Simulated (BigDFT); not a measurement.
# F4C2 in BigDFT: further runs

The runs below take F4C2 through single point, with PBE.

Program: BigDFT 1.9.6. These are calculated values, not measurements. Logs are shortened: lines on timing, memory, paths and dates and some standing lists are left out, and cuts for length are marked.

## (1) The molecule as given

The cell holds a molecule in a box, 6 atoms: a = 12.000 Å, b = 13.000 Å, c = 11.000 Å, α = 90.00°, β = 90.00°, γ = 90.00°.

## (2) Single point, PBE

File input.yaml:

```yaml
dft:
  hgrids: 0.27
  rmult: [6.0, 8.0]
  ixc: PBE
  gnrm_cv: 3.e-05
  ncong: 6
  idsx: 6
  itermax: 80
  nrepmax: 2
  elecfield: [-0.0, -0.01, -0.0]
```

File posinp.ascii:

```
# CF2
12.0000000000 0.0 13.0000000000
0.0 0.0 11.0000000000
#keyword: angstroem, freeBC
   7.1751999600    5.3971499400    4.8336500300 F
   6.2085000000    5.8914499800    5.5673500300 C
   5.6685000000    5.0110499400    6.3739500000 F
   5.8176000000    7.1504500600    5.5005500000 C
   6.3575000400    8.0309499400    4.6940500200 F
   4.8507999600    7.6447499700    6.2342500000 F
```

Potentials or basis: GTH-PBE (C q4, F q7).

Started as:

```
> OMP_NUM_THREADS=1 bigdft  # reads input.yaml, posinp.ascii, psppar.C, psppar.F
```

Standard output:

```text
Version Number                        : 1.9.5-dirty
[... echo of the input with its defaults ...]
  #--------------------------------------------------------------------------------------- |
  #------------------------------------------------ Input Atomic System (file: posinp.ascii)
 Atomic System Properties:
   Number of atomic types              :  2
   Number of atoms                     :  6
   Types of atoms                      :  [ F, C ]
   Boundary Conditions                 : Free #Code: F
   Number of Symmetries                :  0
   Space group                         : disabled
  #-------------------------------------------------- Geometry optimization Input Parameters
 Geometry Optimization Parameters:
[... 7 lines left out ...]
 DFT parameters:
   eXchange Correlation:
     XC ID                             :  &ixc -101130
     Exchange-Correlation reference    : "XC= Perdew, Burke & Ernzerhof"
     XC functional implementation      : libXC
     Spin polarization                 :  No
   External Electric Field (Ha/a0)     :  [ -0.0E+00, -1.0E-02, -0.0E+00 ]
 Basis set definition:
   Suggested Grid Spacings (a0)        :  [  0.27,  0.27,  0.27 ]
   Coarse and Fine Radii Multipliers   :  [  6.0,  8.0 ]
 Self-Consistent Cycle Parameters:
   Wavefunction:
     Gradient Norm Threshold           :  &gnrm_cv  3.0E-05
     CG Steps for Preconditioner       :  6
     DIIS History length               :  6
     Max. Wfn Iterations               :  &itermax  80
     Max. Subspace Diagonalizations    :  2
     Input wavefunction policy         : INPUT_PSI_LCAO # 0
     Output wavefunction policy        : NONE # 0
     Output grid policy                : NONE # 0
     Virtual orbitals                  :  0
     Number of plotted density orbitals:  0
   Density/Potential:
     Max. Iterations                   :  1
 Post Optimization Parameters:
   Finite-Size Effect estimation:
     Scheduled                         :  No
  #----------------------------------------------------------------------- System Properties
 Properties of atoms in the system:
 - Symbol                              : F #Type No.  01
   No. of Electrons                    :  7
   No. of Atoms                        :  4
   Radii of active regions (AU):
     Coarse                            :  1.09684
     Fine                              :  0.19468
     Coarse PSP                        :  0.36503
     Source                            : Hard-Coded
   Grid Spacing threshold (AU)         :  0.49
   Pseudopotential type                : HGH-K
   No. of projectors                   :  1
   PSP XC                              : "XC= Perdew, Burke & Ernzerhof"
 - Symbol                              : C #Type No.  02
   No. of Electrons                    :  4
   No. of Atoms                        :  2
   Radii of active regions (AU):
     Coarse                            :  1.58437
     Fine                              :  0.30258
     Coarse PSP                        :  0.56733
     Source                            : Hard-Coded
   Grid Spacing threshold (AU)         :  0.76
   Pseudopotential type                : HGH-K
   No. of projectors                   :  1
   PSP XC                              : "XC= Perdew, Burke & Ernzerhof"
  #----------------------------------------------- Atom Positions (specified and grid units)
 Atomic structure:
   units                               : angstroem
   positions:
   - F: [ 6.377191558,  4.519874915,  4.300424903] # [  44.63,  31.63,  30.10 ] 0001
   - C: [ 5.410491481,  5.014174804,  5.034124702] # [  37.87,  35.09,  35.23 ] 0002
   - F: [ 4.870491519,  4.133774623,  5.840724796] # [  34.09,  28.93,  40.88 ] 0003
   - C: [ 5.019591346,  6.273175105,  4.967324584] # [  35.13,  43.91,  34.77 ] 0004
   - F: [ 5.559491649,  7.153674468,  4.160824626] # [  38.91,  50.07,  29.12 ] 0005
   - F: [ 4.052791610,  6.767474994,  5.701024860] # [  28.37,  47.37,  39.90 ] 0006
   position offset                     :  [  1.5080,  1.6578,  1.0076 ]
   Rigid Shift Applied (AU)            :  [ -1.5080, -1.6578, -1.0076 ]
  #------------------------------------------------------------------------- Grid properties
 Box Grid spacings                     :  [  0.2700,  0.2700,  0.2700 ]
 Sizes of the simulation domain:
   AU                                  :  [  19.710,  21.330,  18.900 ]
   Angstroem                           :  [  10.430,  11.287,  10.001 ]
   Grid Spacing Units                  :  [  73,  79,  70 ]
   High resolution region boundaries (GU):
     From                              :  [  23,  24,  24 ]
     To                                :  [  50,  55,  46 ]
 High Res. box is treated separately   :  Yes
 Wavefunctions Descriptors, full simulation domain:
   Coarse resolution grid:
[... 65 lines left out ...]
     Box                               :  [  177,  189,  171 ]
   Expected kinetic energy             :  82.6623222105
   Energies: {Ekin:  8.26652477210E+01, Epot: -1.15764308615E+02, Enl:  8.95834153312E+00,
                EH:  2.25347967411E+02,  EXC: -2.18000437197E+01, EvXC: -2.83227440121E+01}
   EKS                                 : -1.08540225812235988E+02
   Input Guess Overlap Matrices: {Calculated:  Yes, Diagonalized:  Yes}
    #Eigenvalues and New Occupation Numbers
   Orbitals: [... levels of this cycle ...]
   IG wavefunctions defined            :  Yes
   Accuracy estimation for this run:
     Energy                            :  2.93E-03
     Convergence Criterion             :  1.63E-04
  #------------------------------------------------------------------- Self-Consistent Cycle
 Ground State Optimization:
 - Hamiltonian Optimization: &itrp001
   - Subspace Optimization: &itrep001-01
       Wavefunctions Iterations:
       -  { #---------------------------------------------------------------------- iter: 1
 Total electronic charge:  35.999999676421,
 Energies: {Ekin:  8.67582985158E+01, Epot: -1.18525107259E+02, Enl:  7.67487379936E+00,
              EH:  2.24629243037E+02,  EXC: -2.21660571832E+01, EvXC: -2.87949002379E+01},
 iter:  1, EKS: -1.07666574258277464E+02, gnrm:  2.44E-01, D:  8.74E-01,
 DIIS weights: [ 1.00E+00,  1.00E+00], Orthogonalization Method:  0}
       -  { #---------------------------------------------------------------------- iter: 2
 Total electronic charge:  35.999999716680,
 Energies: {Ekin:  8.56896782505E+01, Epot: -1.16131715580E+02, Enl:  7.37504003632E+00,
              EH:  2.26212770256E+02,  EXC: -2.20879954399E+01, EvXC: -2.86937722621E+01},
 iter:  2, EKS: -1.08248230059363280E+02, gnrm:  9.56E-02, D: -5.82E-01,
 DIIS weights: [-6.41E-02,  1.06E+00, -5.10E-03], Orthogonalization Method:  0}
       -  { #---------------------------------------------------------------------- iter: 3
 Total electronic charge:  35.999999722908,
 Energies: {Ekin:  8.60480238372E+01, Epot: -1.16224767455E+02, Enl:  7.45681059974E+00,
              EH:  2.26622992398E+02,  EXC: -2.21458573817E+01, EvXC: -2.87677838757E+01},
 iter:  3, EKS: -1.08295238253804925E+02, gnrm:  4.10E-02, D: -4.70E-02,
 DIIS weights: [-1.94E-02, -3.30E-01,  1.35E+00, -5.97E-04], Orthogonalization Method:  0}
       -  { #---------------------------------------------------------------------- iter: 4
 Total electronic charge:  35.999999727305,
 Energies: {Ekin:  8.58553029313E+01, Epot: -1.16165381391E+02, Enl:  7.42585127553E+00,
              EH:  2.26458930034E+02,  EXC: -2.21112922038E+01, EvXC: -2.87225700921E+01},
 iter:  4, EKS: -1.08306118661966082E+02, gnrm:  1.77E-02, D: -1.09E-02,
 DIIS weights: [ 1.06E-02, -1.10E-01, -1.88E-02,  1.12E+00, -1.00E-04],
     Orthogonalization Method:  0}
       -  { #---------------------------------------------------------------------- iter: 5
 Total electronic charge:  35.999999728297,
 Energies: {Ekin:  8.59168209813E+01, Epot: -1.16190454330E+02, Enl:  7.44666362708E+00,
              EH:  2.26520762310E+02,  EXC: -2.21206572978E+01, EvXC: -2.87346689497E+01},
 iter:  5, EKS: -1.08307959712670282E+02, gnrm:  8.36E-03, D: -1.84E-03,
 DIIS weights: [ 1.68E-03,  6.45E-02, -1.40E-01, -4.86E-01,  1.56E+00, -2.23E-05],
     Orthogonalization Method:  0}
       -  { #---------------------------------------------------------------------- iter: 6
 Total electronic charge:  35.999999728756,
 Energies: {Ekin:  8.58911380042E+01, Epot: -1.16178456287E+02, Enl:  7.44012318187E+00,
              EH:  2.26499784097E+02,  EXC: -2.21157451243E+01, EvXC: -2.87283257959E+01},
 iter:  6, EKS: -1.08308637858880630E+02, gnrm:  4.41E-03, D: -6.78E-04,
 DIIS weights: [-1.18E-03, -2.49E-02,  1.15E-01,  3.72E-02, -8.83E-01,  1.76E+00,
                -6.31E-06],           Orthogonalization Method:  0}
       -  { #---------------------------------------------------------------------- iter: 7
 Total electronic charge:  35.999999728777,
 Energies: {Ekin:  8.58951445109E+01, Epot: -1.16173697110E+02, Enl:  7.44050522001E+00,
              EH:  2.26509278722E+02,  EXC: -2.21160786492E+01, EvXC: -2.87287791958E+01},
 iter:  7, EKS: -1.08308864886666385E+02, gnrm:  2.61E-03, D: -2.27E-04,
 DIIS weights: [-6.62E-03, -2.99E-03,  9.19E-02, -5.49E-04, -8.29E-01,  1.75E+00,
                -1.95E-06],           Orthogonalization Method:  0}
       -  { #---------------------------------------------------------------------- iter: 8
 Total electronic charge:  35.999999728785,
 Energies: {Ekin:  8.58944786419E+01, Epot: -1.16171620646E+02, Enl:  7.43922954134E+00,
[... 45 lines left out ...]
                -1.17E-09],           Orthogonalization Method:  0}
       -  { #--------------------------------------------------------------------- iter: 15
 Total electronic charge:  35.999999728813,
 Energies: {Ekin:  8.58945046536E+01, Epot: -1.16170699715E+02, Enl:  7.43987839841E+00,
              EH:  2.26510981047E+02,  EXC: -2.21155647070E+01, EvXC: -2.87281156134E+01},
 iter:  15, EKS: -1.08308986135431397E+02, gnrm:  3.86E-05, D: -4.77E-08,
 DIIS weights: [-2.87E-03,  1.70E-02, -3.53E-03,  8.80E-03, -5.90E-01,  1.57E+00,
                -4.62E-10],           Orthogonalization Method:  0}
       -  { #--------------------------------------------------------------------- iter: 16
 Total electronic charge:  35.999999728808,
 Energies: {Ekin:  8.58945683863E+01, Epot: -1.16170741520E+02, Enl:  7.43988045788E+00,
              EH:  2.26511007465E+02,  EXC: -2.21155727301E+01, EvXC: -2.87281260504E+01},
 iter:  16, EKS: -1.08308986153088483E+02, gnrm:  2.27E-05, D: -1.77E-08,
 DIIS weights: [-6.08E-03,  3.40E-03,  1.07E-01, -1.80E-01, -5.80E-01,  1.66E+00,
                -1.66E-10],           Orthogonalization Method:  0}
       -  &FINAL001  { #---------------------------------------------------------- iter: 17
 Total electronic charge:  35.999999728810,
 iter:  17, EKS: -1.08308986160354010E+02, gnrm:  2.27E-05, D: -7.27E-09,  #FINAL
 Energies: {Ekin:  8.58945529835E+01, Epot: -1.16170736264E+02, Enl:  7.43986442820E+00,
              EH:  2.26510979897E+02,  EXC: -2.21155679944E+01, EvXC: -2.87281199156E+01,
            Eion:  1.34425760668E+02},
 }
       Non-Hermiticity of Hamiltonian in the Subspace:  8.50E-30
        #Eigenvalues and New Occupation Numbers
       Orbitals: [
 {e: -1.230359343567E+00, f:  2.0000},  # 00001
 {e: -1.204361517513E+00, f:  2.0000},  # 00002
 {e: -1.174714214167E+00, f:  2.0000},  # 00003
 {e: -1.149478003932E+00, f:  2.0000},  # 00004
 {e: -7.391101902376E-01, f:  2.0000},  # 00005
 {e: -6.128351005422E-01, f:  2.0000},  # 00006
[... 9 lines left out ...]
 {e: -3.976197239417E-01, f:  2.0000},  # 00016
 {e: -3.788161877680E-01, f:  2.0000},  # 00017
 {e: -2.264009623138E-01, f:  2.0000}] # 00018
 Last Iteration                        : *FINAL001
  #---------------------------------------------------------------------- Forces Calculation
 Total electronic charge               :  35.999999728810
 Poisson Solver:
   BC                                  : Free
   Box                                 :  [  177,  189,  171 ]
 Multipole analysis origin             :  [  9.854927E+00,  1.066504E+01,  9.450037E+00 ]
 Electric Dipole Moment (AU):
   P vector                            :  [  3.871209E-02, -3.849210E-01,  1.884883E-02 ]
   norm(P)                             :  3.87321627E-01
 Electric Dipole Moment (Debye):
   P vector                            :  [  9.839632E-02, -9.783714E-01,  4.790895E-02 ]
   norm(P)                             :  9.84473285E-01
 Quadrupole Moment (AU):
   Q matrix:
   -  [ 5.2430E-01,  8.1388E-01,  2.7359E+00]
   -  [ 8.1388E-01, -1.3823E+00,  9.7654E-01]
   -  [ 2.7359E+00,  9.7654E-01,  8.5796E-01]
   trace                               :  2.84E-13
 Spreads of the electronic density (AU):  [  1.644897E+00,  2.426300E+00,  1.514402E+00 ]
 Calculate local forces                :  Yes
 Calculate Non Local forces            :  Yes
 BigDFT infocode                       :  0
 Average noise forces: {x: -6.96892120E-06, y: -1.17589887E-05, z: -5.50806852E-07,
                    total:  1.36800243E-05}
 Clean forces norm (Ha/Bohr): {maxval:  2.940634984473E-02, fnrm2:  2.301402633539E-03}
 Raw forces norm (Ha/Bohr): {maxval:  3.023273642132E-02, fnrm2:  2.339742285511E-03}
  #-------------------------------------------------------------------- Atomic Forces (Ha/Bohr)
 Atomic Forces (Ha/Bohr):
 -  {F: [ 1.192058609855E-02, -3.006001359764E-03, -1.004169148835E-02]} # 0001
 -  {C: [ 1.678594429481E-03, -9.070594583377E-03,  1.551633046937E-03]} # 0002
 -  {F: [-7.173380322855E-03, -5.906055752180E-03,  8.789125904918E-03]} # 0003
 -  {C: [ 1.438945980342E-03, -1.363340368117E-02,  2.831758320377E-03]} # 0004
 -  {F: [ 1.188169061658E-02,  2.014111775031E-02, -1.782958819071E-02]} # 0005
 -  {F: [-1.974643680210E-02,  1.147493762618E-02,  1.469876240683E-02]} # 0006
 Energy (Hartree)                      : -1.08308986160354010E+02
 Force Norm (Hartree/Bohr)             :  4.79729364698388769E-02
```

It took 92 s on 1 thread of AMD EPYC 9R45 (Zen 5), shared host; peak memory 1.4 GiB.

Results:

* Free energy: -2947.2377 eV
* Largest force: 1.512 eV/Å
* Highest occupied level: -6.16 eV
* Dipole moment: 0.98 D

Forces on the atoms (eV/Å):
```
F    0.613 -0.155 -0.516
C    0.086 -0.466  0.080
F   -0.369 -0.304  0.452
C    0.074 -0.701  0.146
F    0.611  1.036 -0.917
F   -1.015  0.590  0.756
```

Caveat: boundaries are free: the box only frames the coordinates; an electric field is on.

## (3) Single point, PBE

input.yaml, as its differences from that of step 2:

```diff
@@ -9,2 +9,2 @@
   nrepmax: 2
-  elecfield: [-0.0, -0.01, -0.0]
+  output_denspot: 22
```

File posinp.yaml:

```yaml
units: angstroem
positions:
- {F: [7.17519996, 5.39714994, 4.83365003]}
- {C: [6.2085, 5.89144998, 5.56735003]}
- {F: [5.6685, 5.01104994, 6.37395]}
- {C: [5.8176, 7.15045006, 5.50055]}
- {F: [6.35750004, 8.03094994, 4.69405002]}
- {F: [4.85079996, 7.64474997, 6.23425]}
```

Potentials or basis: GTH-PBE (C q4, F q7).

Started as:

```
> OMP_NUM_THREADS=1 bigdft  # reads input.yaml, posinp.yaml, psppar.C, psppar.F
```

Wall time 89 s (1 thread of AMD EPYC 9R45 (Zen 5), shared host); peak memory 1.4 GiB.

The run converged. Its results:

| Property | Result |
| --- | --- |
| Free energy | -2947.1853 eV |
| Largest force | 1.093 eV/Å |
| Highest occupied level | -6.15 eV |
| Dipole moment | 0.00 D |

Forces on the atoms (eV/Å):
```
F    0.810 -0.367 -0.637
C    0.003  0.140 -0.028
F   -0.490 -0.658  0.678
C   -0.005 -0.138  0.031
F    0.491  0.658 -0.679
F   -0.808  0.364  0.635
```

Caveat: boundaries are free: the box only frames the coordinates.

(Part 1 of 2 ends here.)
